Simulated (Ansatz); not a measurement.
# AlGa2: the cost of one run

Method: DFT PBE, scalar-relativistic, plane waves, PAW, in Ansatz 0.2.0.

2 further runs of the same task are left out: 1 that didn't finish, 1 set aside as unsound or not needed.

## Step 1: The structure to begin with

Symmetry: Fm-3m, No. 225, cubic system. The conventional cell has a = 6.237 Å, b = 6.237 Å, c = 6.237 Å, α = 90.00°, β = 90.00°, γ = 90.00°. Al (site symmetry m-3m) is surrounded by 8 Ga at 2.70 Å. Ga (site symmetry -43m) is surrounded by 4 Al at 2.70 Å.

Structure file:

```cif
data_structure
_symmetry_space_group_name_H-M 'Fm-3m'
_symmetry_Int_Tables_number 225
_cell_length_a 6.2373
_cell_length_b 6.2373
_cell_length_c 6.2373
_cell_angle_alpha 90.000
_cell_angle_beta 90.000
_cell_angle_gamma 90.000
_cell_volume 242.65
loop_
_atom_site_label
_atom_site_type_symbol
_atom_site_symmetry_multiplicity
_atom_site_Wyckoff_symbol
_atom_site_fract_x
_atom_site_fract_y
_atom_site_fract_z
_atom_site_occupancy
Al1 Al 4 a 0.00000 0.00000 0.00000 1
Ga1 Ga 8 c 0.25000 0.75000 0.75000 1
```

The cell was relaxed beforehand at this level, from a database cell with other species swapped in; it is a trial structure. At a tolerance of 0.05 Å it has space group Fm-3m (No. 225); it has 20.22 Å³/atom, an uncorrected energy of +0.05 eV/atom over the elements.

## Step 2: Electronic structure at the relaxed geometry

File input.yaml:

```yaml
crystal:
  lattice:
    - [0.0, 3.1186373085, 3.1186373085]
    - [3.1186373085, 0.0, 3.1186373085]
    - [3.1186373085, 3.1186373085, 0.0]
  atoms:
    - { symbol: Al, position: [0.0, 0.0, 0.0] }
    - { symbol: Ga, position: [0.25, 0.25, 0.25] }
    - { symbol: Ga, position: [0.75, 0.75, 0.75] }
basis:
  ecutwfc: 420
kpoints:
  mp_grid: { grid: [14, 14, 14] }
  band_path:
    path:
      - [[0.0, 0.0, 0.0], [0.5, 0.0, 0.5], [0.625, 0.25, 0.625]]
      - [[0.375, 0.375, 0.75], [0.0, 0.0, 0.0], [0.5, 0.5, 0.5], [0.5, 0.25, 0.75], [0.5, 0.0, 0.5]]
    npoints: 14
hamiltonian:
  xc: pbe
scf:
  occupations: { method: gaussian, width: 0.1 }
  n_extra_bands: 7
output:
  forces: true
  stress: true
  eigenvalues: true
  populations: true
  dos: { projected: true, de: 0.02, nscf_kmesh: { grid: [17, 17, 17] } }
  bader: true
  write_density: true
  write_potential: true
  elf: true
  volumetric_format: npy
```

The run is started by

```sh
$ ansatz run input.yaml --threads 1 --pin off --max-ram 2048MiB --backend cpu --events-out ev --progress --plain --runs-dir out
```

**Question.** How long does this run take on 1 thread of Intel Xeon Platinum 8488C (Sapphire Rapids), shared host, and how much memory does it need?

About 28 s, with a peak of 0.45 GiB.
